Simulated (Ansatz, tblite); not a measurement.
**(Me)3Sn-O-SiH3 (C₃H₁₂OSiSn): a ladder of methods and basis sets**

How do method and basis change the picture of (Me)3Sn-O-SiH3 (C₃H₁₂OSiSn) (singlet)?

Computed with Ansatz 0.2.0, Gaussian basis. Level: as each input shows.

The runs, in order: GFN1-xTB, GFN2-xTB, PBE-D4/def2-TZVP, r2SCAN-D4/def2-TZVP, B97M-V/def2-TZVP, BHLYP-D4/def2-TZVP, r2SCAN0-D4/def2-TZVP, PBE-D4/def2-SVP, PBE0-D4/def2-SVP, CCSD(T)/def2-SVP, MP2/def2-TZVP.

2 further runs of the same task are left out: 2 set aside as unsound or not needed. Runs told in other sessions of the task aren't counted.

### Step 1. The structure

The geometry is that of the singlet, from an earlier relaxation (r2SCAN-D4/def2-SVP).

18 atoms, charge 0, spin multiplicity 1.

Bond lengths: C1–Sn6 2.151 Å, C1–H7 1.099 Å, C1–H8 1.100 Å, C1–H9 1.100 Å, C2–Sn6 2.146 Å, C2–H10 1.100 Å, C2–H11 1.099 Å, C2–H12 1.099 Å, C3–Sn6 2.154 Å, C3–H13 1.100 Å, C3–H14 1.100 Å, C3–H15 1.100 Å, O4–Si5 1.645 Å, O4–Sn6 2.011 Å, Si5–H16 1.503 Å, Si5–H17 1.494 Å, Si5–H18 1.502 Å. Angles: Sn6–C1–H7 109.8°, Sn6–C1–H8 110.8°, Sn6–C1–H9 109.3°, H7–C1–H8 109.0°, H7–C1–H9 109.0°, H8–C1–H9 109.0°, Sn6–C2–H10 111.0°, Sn6–C2–H11 109.4°, Sn6–C2–H12 109.3°, H10–C2–H11 109.1°, H10–C2–H12 109.1°, H11–C2–H12 108.9°, Sn6–C3–H13 109.9°, Sn6–C3–H14 110.1°, Sn6–C3–H15 110.2°, H13–C3–H14 108.9°, H13–C3–H15 108.9°, H14–C3–H15 108.8° and more.

Sn takes a core potential in the def2 sets. No spin-orbit coupling is included.

PBE0-D4/def2-TZVP was run before; its log isn't repeated, and its numbers join the tables.

### Step 2. GFN1-xTB

Tight binding, by tblite at 300 K electronic temperature and without a spin-polarisation term:

```python
tblite.interface.Calculator('GFN1-xTB', numbers, positions, charge=0, uhf=0).singlepoint()
```

Energy -596.8842 eV, HOMO -11.68 eV, LUMO -6.91 eV; 0.013 s.

### Step 3. GFN2-xTB

Tight binding, by tblite at 300 K electronic temperature and without a spin-polarisation term:

```python
tblite.interface.Calculator('GFN2-xTB', numbers, positions, charge=0, uhf=0).singlepoint()
```

Energy -556.0907 eV, HOMO -10.54 eV, LUMO -6.11 eV; 0.009 s.

### Step 4. PBE-D4/def2-TZVP

start.molden holds the orbitals of an earlier run on this state, given as this run's starting guess.

Input file in.yaml:

```yaml
crystal:
  periodic: [false, false, false]
  atoms:
    - {symbol: C, position_ang: [1.585783, -1.501081, -0.818165]}
    - {symbol: C, position_ang: [1.701264, 1.481896, 1.208255]}
    - {symbol: C, position_ang: [-0.586155, 1.268069, -1.576879]}
    - {symbol: O, position_ang: [-0.842380, -0.534194, 1.203312]}
    - {symbol: Si, position_ang: [-2.378980, -1.102046, 1.057787]}
    - {symbol: Sn, position_ang: [0.527807, 0.213361, -0.064421]}
    - {symbol: H, position_ang: [0.903517, -2.129133, -1.408722]}
    - {symbol: H, position_ang: [2.427598, -1.191024, -1.454788]}
    - {symbol: H, position_ang: [1.972968, -2.089829, 0.025887]}
    - {symbol: H, position_ang: [2.529517, 1.941934, 0.649577]}
    - {symbol: H, position_ang: [1.062357, 2.274667, 1.623062]}
    - {symbol: H, position_ang: [2.112493, 0.886147, 2.035780]}
    - {symbol: H, position_ang: [-1.215186, 2.039676, -1.109770]}
    - {symbol: H, position_ang: [-1.230839, 0.567790, -2.128299]}
    - {symbol: H, position_ang: [0.101449, 1.750676, -2.287371]}
    - {symbol: H, position_ang: [-2.474099, -2.245689, 0.087734]}
    - {symbol: H, position_ang: [-2.866027, -1.583893, 2.385450]}
    - {symbol: H, position_ang: [-3.331097, -0.047316, 0.571573]}
basis:
  gaussian: {orbitals: def2-TZVP, initial_orbitals: start.molden}
hamiltonian: {xc: pbe, dispersion: d4}
scf: {omitted_lower_state_checks: [starts]}
output: {forces: true, orbitals: {seedname: orbitals}}
```

On the command line:

```
$ ansatz run in.yaml --threads 4 --pin off --events-out ev --progress --plain --max-ram 4787MiB
```

The program printed (excerpt; [...] marks lines left out):

```text
Functional definition: PBE
  name "PBE"
  cite "Perdew, Burke & Ernzerhof, Phys. Rev. Lett. 77, 3865 (1996) doi:10.1103/PhysRevLett.77.3865"
  parent pbe
[...]
1859 factors; their error is unknown
[...]
mean field -19055.75468631 eV, -700.2860682675 hartree, gradient 9.4e-6 eV, S^2 0.000000; 0 other end points of the search recorded, 0 dependent functions left out
[...]
reference -19055.75474605 eV, -700.2860704627 hartree; 37, 37 occupied and 246, 246 virtual orbitals, 1859 factors
Total energy: -19056.16859352 eV, -700.3012790769 hartree
Atom 0 at     1.585783    -1.501081    -0.818165 Å, force     0.058792    -0.143203    -0.023768 eV/Å
Atom 1 at     1.701264     1.481896     1.208255 Å, force     0.057563     0.076870     0.129661 eV/Å
Atom 2 at    -0.586155     1.268069    -1.576879 Å, force    -0.088753     0.073432    -0.107967 eV/Å
Atom 3 at    -0.842380    -0.534194     1.203312 Å, force    -0.167130    -0.078969     0.042724 eV/Å
Atom 4 at    -2.378980    -1.102046     1.057787 Å, force     0.192766     0.088909    -0.065835 eV/Å
Atom 5 at     0.527807     0.213361    -0.064421 Å, force    -0.062973    -0.002201    -0.036831 eV/Å
Atom 6 at     0.903517    -2.129133    -1.408722 Å, force     0.033577     0.047466     0.042774 eV/Å
Atom 7 at     2.427598    -1.191024    -1.454788 Å, force    -0.056387     0.003716     0.041921 eV/Å
Atom 8 at     1.972968    -2.089829     0.025887 Å, force    -0.027779     0.043322    -0.055634 eV/Å
Atom 9 at     2.529517     1.941934     0.649577 Å, force    -0.059845    -0.040919     0.016664 eV/Å
Atom 10 at     1.062357     2.274667     1.623062 Å, force     0.042237    -0.055656    -0.033877 eV/Å
Atom 11 at     2.112493     0.886147     2.035780 Å, force    -0.027686     0.037941    -0.059654 eV/Å
Atom 12 at    -1.215186     2.039676    -1.109770 Å, force     0.050532    -0.063978    -0.017115 eV/Å
Atom 13 at    -1.230839     0.567790    -2.128299 Å, force     0.053395     0.039610     0.054217 eV/Å
Atom 14 at     0.101449     1.750676    -2.287371 Å, force    -0.033033    -0.031146     0.045110 eV/Å
Atom 15 at    -2.474099    -2.245689     0.087734 Å, force     0.018150    -0.022553    -0.024420 eV/Å
Atom 16 at    -2.866027    -1.583893     2.385450 Å, force     0.022391    -0.007124     0.062767 eV/Å
Atom 17 at    -3.331097    -0.047316     0.571573 Å, force    -0.005817     0.034484    -0.010738 eV/Å
Dipole moment:     0.457140     0.238147    -0.340182 e Å
Checks for a lower state left out: starts
```

Run time: 4.8 s. Hardware: 4 threads of Arm Neoverse V1, shared host.

Report: HOMO -6.30 eV, LUMO -0.91 eV.

### Step 5. r2SCAN-D4/def2-TZVP

Edit in.yaml of step 4 so:

```diff
@@ -23,4 +23,4 @@
   gaussian: {orbitals: def2-TZVP, initial_orbitals: start.molden}
-hamiltonian: {xc: pbe, dispersion: d4}
+hamiltonian: {xc: r2scan, dispersion: d4}
 scf: {omitted_lower_state_checks: [starts]}
-output: {forces: true, orbitals: {seedname: orbitals}}
+output: {orbitals: {seedname: orbitals}}
```

Launched as before.

The program printed:

```text
Functional definition: r2SCAN
  name "r2SCAN"
  cite "Furness, Kaplan, Ning, Perdew & Sun, J. Phys. Chem. Lett. 11, 8208 (2020) doi:10.1021/acs.jpclett.0c02405"
  cite "Furness, Kaplan, Ning, Perdew & Sun, J. Phys. Chem. Lett. 11, 9248 (2020) doi:10.1021/acs.jpclett.0c03077"
  parent r2scan
  parameter k0 = 0.174
  parameter k1 = 0.065
  parameter a1 = 4.9479
  exchange = r2scan_x(k0 = k0, k1 = k1, a1 = a1)
  correlation = r2scan_c
these checks for a lower state are left out or cut short: starts
1859 factors; their error is unknown
mean field evaluation 1: about -19065.5490 eV, gradient 7.1e0 eV
mean field evaluation 2: about -19065.6055 eV, gradient 6.7e-2 eV
mean field evaluation 4: about -19065.5712 eV, gradient 2.8e-4 eV
mean field -19065.57118405 eV, -700.6468179054 hartree, gradient 2.1e-5 eV, S^2 0.000000; 0 other end points of the search recorded, 0 dependent functions left out
reference -19065.57120173 eV, -700.6468185552 hartree; 37, 37 occupied and 246, 246 virtual orbitals, 1859 factors
Total energy: -19065.68403153 eV, -700.6509649738 hartree
Checks for a lower state left out: starts
```

Wall time 7.5 s (4 threads of Arm Neoverse V1, shared host).

Report: HOMO -6.62 eV, LUMO -0.51 eV.

### Step 6. B97M-V/def2-TZVP

Edit in.yaml of step 5 so:

```diff
@@ -23,3 +23,3 @@
   gaussian: {orbitals: def2-TZVP, initial_orbitals: start.molden}
-hamiltonian: {xc: r2scan, dispersion: d4}
+hamiltonian: {xc: {name: B97M-V}}
 scf: {omitted_lower_state_checks: [starts]}
```

Launched as before.

The program printed (excerpt; [...] marks lines left out):

```text
Functional definition: B97M-V
  name "B97M-V"
  cite "Mardirossian & Head-Gordon, J. Chem. Phys. 142, 074111 (2015) doi:10.1063/1.4907719"
  cite "Becke, J. Chem. Phys. 107, 8554 (1997) doi:10.1063/1.475007"
  cite "Vydrov & Van Voorhis, J. Chem. Phys. 133, 244103 (2010) doi:10.1063/1.3521275"
  # Of w^i u^j: cxij and so on, Table III.
[...]
  gx(w, u) = cx00 + cx01*u + cx02*u^2 + (cx10 + cx11*u)*w
  gss(w, u) = css00 + css02*u^2 + css10*w + (css32*w^3 + css42*w^4)*u^2
  gos(w, u) = cos00 + cos01*u + cos03*u^3 + cos10*w + cos32*w^3*u^2
[...]
      + integral(e_c_pw_mod_opposite_spin*gos(b97_w_opposite, b97_u_opposite)) + vv10(b, c)
[...]
1859 factors; their error is unknown
[...]
mean field -19064.66318047 eV, -700.6134493895 hartree, gradient 1.5e-5 eV, S^2 0.000000; 0 other end points of the search recorded, 0 dependent functions left out
reference -19064.66326896 eV, -700.6134526415 hartree; 37, 37 occupied and 246, 246 virtual orbitals, 1859 factors
Total energy: -19064.66326896 eV, -700.6134526415 hartree
Checks for a lower state left out: starts
```

It took 19 s on 4 threads of Arm Neoverse V1, shared host; peak memory 0.6 GiB.

From the report: HOMO -6.75 eV, LUMO -0.80 eV.

### Step 7. BHLYP-D4/def2-TZVP

Edit in.yaml of step 6 so:

```diff
@@ -23,3 +23,3 @@
   gaussian: {orbitals: def2-TZVP, initial_orbitals: start.molden}
-hamiltonian: {xc: {name: B97M-V}}
+hamiltonian: {xc: {name: BHLYP}, dispersion: d4}
 scf: {omitted_lower_state_checks: [starts]}
```

Launched as before.

The program printed:

```text
Functional definition: BHLYP
  name "BHLYP"
  cite "Becke, J. Chem. Phys. 98, 1372 (1993) doi:10.1063/1.464304"
  cite "Becke, Phys. Rev. A 38, 3098 (1988) doi:10.1103/PhysRevA.38.3098"
  cite "Lee, Yang & Parr, Phys. Rev. B 37, 785 (1988) doi:10.1103/PhysRevB.37.785"
  parameter a = 0.5
  exchange = (1 - a)*b88_x + a*exact_x
  correlation = lyp_c
these checks for a lower state are left out or cut short: starts
2130 factors; their error is unknown
mean field evaluation 1: about -19061.7545 eV, gradient 9.2e0 eV
mean field evaluation 2: about -19061.8888 eV, gradient 1.5e-1 eV
mean field evaluation 4: about -19062.1085 eV, gradient 4.3e-4 eV
mean field -19062.10845483 eV, -700.5195649539 hartree, gradient 1.7e-5 eV, S^2 0.000000; 0 other end points of the search recorded, 0 dependent functions left out
reference -19062.10870264 eV, -700.5195740607 hartree; 37, 37 occupied and 246, 246 virtual orbitals, 2130 factors
Total energy: -19062.65901762 eV, -700.5397977631 hartree
Checks for a lower state left out: starts
```

Wall time 7 s (4 threads of Arm Neoverse V1, shared host); peak memory 1.1 GiB.

Report: HOMO -8.90 eV, LUMO 0.70 eV.

### Step 8. r2SCAN0-D4/def2-TZVP

Edit in.yaml of step 7 so:

```diff
@@ -23,3 +23,3 @@
   gaussian: {orbitals: def2-TZVP, initial_orbitals: start.molden}
-hamiltonian: {xc: {name: BHLYP}, dispersion: d4}
+hamiltonian: {xc: {name: r2SCAN0}, dispersion: d4}
 scf: {omitted_lower_state_checks: [starts]}
```

Launched as before.

The program printed (excerpt; [...] marks lines left out):

```text
Functional definition: r2SCAN0
  name "r2SCAN0"
  cite "Bursch, Neugebauer, Ehlert & Grimme, J. Chem. Phys. 156, 134105 (2022) doi:10.1063/5.0086040"
  cite "Furness, Kaplan, Ning, Perdew & Sun, J. Phys. Chem. Lett. 11, 8208 (2020) doi:10.1021/acs.jpclett.0c02405"
  cite "Furness, Kaplan, Ning, Perdew & Sun, J. Phys. Chem. Lett. 11, 9248 (2020) doi:10.1021/acs.jpclett.0c03077"
  parent r2scan
[...]
1948 factors; their error is unknown
[...]
mean field -19064.13274428 eV, -700.5939562188 hartree, gradient 1.4e-5 eV, S^2 0.000000; 0 other end points of the search recorded, 0 dependent functions left out
reference -19064.13275824 eV, -700.5939567320 hartree; 37, 37 occupied and 246, 246 virtual orbitals, 1948 factors
Total energy: -19064.26629580 eV, -700.5988641467 hartree
Checks for a lower state left out: starts
```

Run time: 11 s. Hardware: 4 threads of Arm Neoverse V1, shared host; peak memory 1.1 GiB.

From the report: HOMO -7.88 eV, LUMO 0.24 eV.

### Step 9. PBE-D4/def2-SVP

Edit in.yaml of step 8 so:

```diff
@@ -22,4 +22,4 @@
 basis:
-  gaussian: {orbitals: def2-TZVP, initial_orbitals: start.molden}
-hamiltonian: {xc: {name: r2SCAN0}, dispersion: d4}
+  gaussian: {orbitals: def2-SVP, initial_orbitals: start.molden}
+hamiltonian: {xc: pbe, dispersion: d4}
 scf: {omitted_lower_state_checks: [starts]}
```

Same command.

The program printed:

```text
Functional definition: PBE
  name "PBE"
  cite "Perdew, Burke & Ernzerhof, Phys. Rev. Lett. 77, 3865 (1996) doi:10.1103/PhysRevLett.77.3865"
  parent pbe
  parameter kappa = 0.804
  parameter beta = 0.06672455060314922
  exchange = pbe_x(kappa = kappa, mu = beta*pi^2/3)
  correlation = pbe_c(beta = beta)
these checks for a lower state are left out or cut short: starts
1800 factors; their error is unknown
mean field evaluation 1: about -19045.8344 eV, gradient 2.5e1 eV
mean field evaluation 2: about -19046.2510 eV, gradient 5.3e-1 eV
mean field evaluation 4: about -19046.1792 eV, gradient 1.9e-1 eV
mean field -19046.17932482 eV, -699.9341802230 hartree, gradient 6.5e-5 eV, S^2 0.000000; 0 other end points of the search recorded, 0 dependent functions left out
reference -19046.17937538 eV, -699.9341820813 hartree; 37, 37 occupied and 123, 123 virtual orbitals, 1800 factors
Total energy: -19046.59322286 eV, -699.9493906955 hartree
Checks for a lower state left out: starts
```

Wall time 2.1 s (4 threads of Arm Neoverse V1, shared host).

From the report: HOMO -6.11 eV, LUMO -0.52 eV.

### Step 10. PBE0-D4/def2-SVP

Edit in.yaml of step 9 so:

```diff
@@ -23,3 +23,3 @@
   gaussian: {orbitals: def2-SVP, initial_orbitals: start.molden}
-hamiltonian: {xc: pbe, dispersion: d4}
+hamiltonian: {xc: pbe0, dispersion: d4}
 scf: {omitted_lower_state_checks: [starts]}
```

Same command.

The program printed:

```text
Functional definition: PBE0
  name "PBE0"
  cite "Adamo & Barone, J. Chem. Phys. 110, 6158 (1999) doi:10.1063/1.478522"
  cite "Perdew, Burke & Ernzerhof, Phys. Rev. Lett. 77, 3865 (1996) doi:10.1103/PhysRevLett.77.3865"
  parent pbe
  parameter a = 0.25
  parameter kappa = 0.804
  parameter beta = 0.06672455060314922
  exchange = (1 - a)*pbe_x(kappa = kappa, mu = beta*pi^2/3) + a*exact_x
  correlation = pbe_c(beta = beta)
these checks for a lower state are left out or cut short: starts
1863 factors; their error is unknown
mean field evaluation 1: about -19047.8116 eV, gradient 2.5e1 eV
mean field evaluation 2: about -19048.0884 eV, gradient 3.7e-1 eV
mean field evaluation 4: about -19048.1994 eV, gradient 7.5e-4 eV
mean field -19048.19941731 eV, -700.0084172530 hartree, gradient 9.1e-6 eV, S^2 0.000000; 0 other end points of the search recorded, 0 dependent functions left out
reference -19048.19945614 eV, -700.0084186800 hartree; 37, 37 occupied and 123, 123 virtual orbitals, 1863 factors
Total energy: -19048.55892604 eV, -700.0216289551 hartree
Checks for a lower state left out: starts
```

Wall time 3.2 s (4 threads of Arm Neoverse V1, shared host).

From the report: HOMO -7.56 eV, LUMO 0.41 eV.

### Step 11. CCSD(T)/def2-SVP

Edit in.yaml of step 10 so:

```diff
@@ -23,3 +23,3 @@
   gaussian: {orbitals: def2-SVP, initial_orbitals: start.molden}
-hamiltonian: {xc: pbe0, dispersion: d4}
+correlation: {method: ccsd_t}
 scf: {omitted_lower_state_checks: [starts]}
```

The command is unchanged.

The program printed (excerpt; [...] marks lines left out):

```text
Functional definition: HF
  name "HF"
  cite "Fock, Z. Phys. 61, 126 (1930) doi:10.1007/BF01340294"
  parent pbe
[...]
1696 factors; integrals over basis functions are off by at most 1.2e-3 eV
[...]
mean field -18981.17638794 eV, -697.5453663535 hartree, gradient 3.7e-6 eV, S^2 0.000000; 0 other end points of the search recorded, 0 dependent functions left out
13 core orbitals not correlated: weight in the atoms' cores, before any rotation towards them, 1.000 or more for the frozen orbitals, at most 0.000 for the correlated occupied ones
reference -18981.17638794 eV, -697.5453663535 hartree; 24, 24 occupied and 123, 123 virtual orbitals, 1696 factors
second order -22.94051601 eV of doubles, -0.00000000 eV of singles
cycle   1  -24.22672024 eV  change    -1.3e0 eV  update   1.2e-1
[...]
cycle   8  -25.07803058 eV  change    4.9e-7 eV  update   5.8e-5
perturbative correction -0.69584863 eV, -0.0255719654 hartree
Total energy: -19006.95026715 eV, -698.4925389441 hartree
Checks for a lower state left out: starts
```

It took 67 s on 4 threads of Arm Neoverse V1, shared host; peak memory 1.8 GiB.

Hartree-Fock HOMO -10.74 eV, LUMO 3.48 eV; T1 0.010.

### Step 12. MP2/def2-TZVP

Edit in.yaml of step 11 so:

```diff
@@ -22,4 +22,4 @@
 basis:
-  gaussian: {orbitals: def2-SVP, initial_orbitals: start.molden}
-correlation: {method: ccsd_t}
+  gaussian: {orbitals: def2-TZVP, initial_orbitals: start.molden}
+correlation: {method: mp2}
 scf: {omitted_lower_state_checks: [starts]}
```

Launched as before.

The program printed:

```text
Functional definition: HF
  name "HF"
  cite "Fock, Z. Phys. 61, 126 (1930) doi:10.1007/BF01340294"
  parent pbe
  exchange = exact_x
  correlation = 0
these checks for a lower state are left out or cut short: starts
2080 factors; integrals over basis functions are off by at most 1.0e-3 eV
mean field evaluation 1: about -18989.1450 eV, gradient 3.0e1 eV
mean field evaluation 2: about -18990.2596 eV, gradient 1.2e0 eV
mean field evaluation 4: about -18990.5938 eV, gradient 1.2e-2 eV
mean field evaluation 8: about -18990.5938 eV, gradient 1.7e-6 eV
mean field -18990.59383900 eV, -697.8914512966 hartree, gradient 5.3e-6 eV, S^2 0.000000; 0 other end points of the search recorded, 0 dependent functions left out
13 core orbitals not correlated: weight in the atoms' cores, before any rotation towards them, 1.000 or more for the frozen orbitals, at most 0.000 for the correlated occupied ones
reference -18990.59383900 eV, -697.8914512966 hartree; 24, 24 occupied and 246, 246 virtual orbitals, 2080 factors
second order -32.74566009 eV of doubles, -0.00000000 eV of singles
Total energy: -19023.33949909 eV, -699.0948321090 hartree
Checks for a lower state left out: starts
```

It took 7.5 s on 4 threads of Arm Neoverse V1, shared host; peak memory 0.92 GiB.

Report: Hartree-Fock HOMO -10.71 eV, LUMO 2.57 eV.

### Step 13. Levels side by side

| level | functions | HOMO (eV) | LUMO (eV) | gap (eV) | time |
| --- | --- | --- | --- | --- | --- |
| PBE-D4/def2-SVP | 160 | -6.11 | -0.52 | 5.59 | 2.1 s |
| PBE-D4/def2-TZVP | 283 | -6.30 | -0.91 | 5.39 | 4.8 s |
| r2SCAN-D4/def2-TZVP | 283 | -6.62 | -0.51 | 6.11 | 7.5 s |
| B97M-V/def2-TZVP | 283 | -6.75 | -0.80 | 5.95 | 19 s |
| PBE0-D4/def2-SVP | 160 | -7.56 | 0.41 | 7.96 | 3.2 s |
| PBE0-D4/def2-TZVP | 283 | -7.67 | -0.02 | 7.65 | 7 s |
| r2SCAN0-D4/def2-TZVP | 283 | -7.88 | 0.24 | 8.12 | 11 s |
| BHLYP-D4/def2-TZVP | 283 | -8.90 | 0.70 | 9.60 | 7 s |

The pieces so far (eV):

| basis | HF | MP2 correlation | CCSD correlation | (T) | total |
| --- | --- | --- | --- | --- | --- |
| def2-SVP | -18981.1764 | -22.9405 | -25.0780 | -0.6958 | -19006.9503 |
| def2-TZVP | -18990.5938 | -32.7457 |  |  | -19023.3395 (MP2) |

The correlation energy is far from converged in these sets, so it jumps between bases; where outer-core shells are correlated, the sets cover them unevenly.

### Step 14. Binding energy

Free atoms were run apart at each level; binding is atoms less cluster, divided by the number of atoms, without zero-point or spin-orbit terms.

Differences are taken before rounding.

| method | binding an atom (eV) | from CCSD(T)/def2-SVP (eV) | time |
| --- | --- | --- | --- |
| HF/def2-SVP | 2.735 | -0.733 |  |
| HF/def2-TZVP | 2.736 | -0.731 |  |
| PBE-D4/def2-SVP | 3.672 | +0.205 | 2.1 s |
| PBE-D4/def2-TZVP | 3.683 | +0.215 | 4.8 s |
| r2SCAN-D4/def2-TZVP | 3.662 | +0.195 | 7.5 s |
| B97M-V/def2-TZVP | 3.671 | +0.203 | 19 s |
| PBE0-D4/def2-SVP | 3.636 | +0.168 | 3.2 s |
| PBE0-D4/def2-TZVP | 3.645 | +0.177 | 7 s |
| r2SCAN0-D4/def2-TZVP | 3.623 | +0.156 | 11 s |
| BHLYP-D4/def2-TZVP | 3.586 | +0.118 | 7 s |
| MP2/def2-SVP | 3.478 | +0.011 |  |
| MP2/def2-TZVP | 3.558 | +0.091 | 7.5 s |
| CCSD/def2-SVP | 3.438 | -0.029 |  |
| CCSD(T)/def2-SVP | 3.467 | 0 | 67 s |

Among the levels timed on like hardware and quicker than the yardstick, those that no quicker one beats, quickest first: PBE-D4/def2-SVP (2.1 s, +0.205 eV); PBE0-D4/def2-SVP (3.2 s, +0.168 eV); BHLYP-D4/def2-TZVP (7 s, +0.118 eV); MP2/def2-TZVP (7.5 s, +0.091 eV).

### Step 15. Outcome

```
                                                 quantity                                 value
gap in def2-TZVP, named functionals, smallest and largest  5.39 eV (PBE-D4), 9.60 eV (BHLYP-D4)
                     correlation energy, CCSD(T)/def2-SVP                             -25.77 eV
                        correlation energy, MP2/def2-TZVP                             -32.75 eV
                        binding an atom, CCSD(T)/def2-SVP                              3.467 eV
          PBE0 total energy, smallest basis above largest         9.38 eV (def2-SVP, def2-TZVP)
```

In words: Over the named functionals in def2-TZVP the gap runs from 5.39 eV (PBE-D4) to 9.60 eV (BHLYP-D4); exact exchange widens it. The functionals in def2-TZVP miss CCSD(T)/def2-SVP by +0.118 (BHLYP-D4) to +0.215 eV (PBE-D4) an atom. The yardstick is in a double-zeta basis, so levels in larger sets aren't compared like for like. The reference is CCSD(T) in one finite basis, so it carries an error of its own, often a tenth of an eV or more, and near misses can't be ranked.

For cost: MP2/def2-TZVP gets within 0.091 eV in 7.5 s, where CCSD(T)/def2-SVP took 67 s; the quickest level in the cost chart, PBE-D4/def2-SVP, takes 2.1 s and misses by 0.205 eV. The slowest run with a step of its own, CCSD(T)/def2-SVP, took 67 s; the quickest functional in def2-TZVP took 4.8 s (shared host).
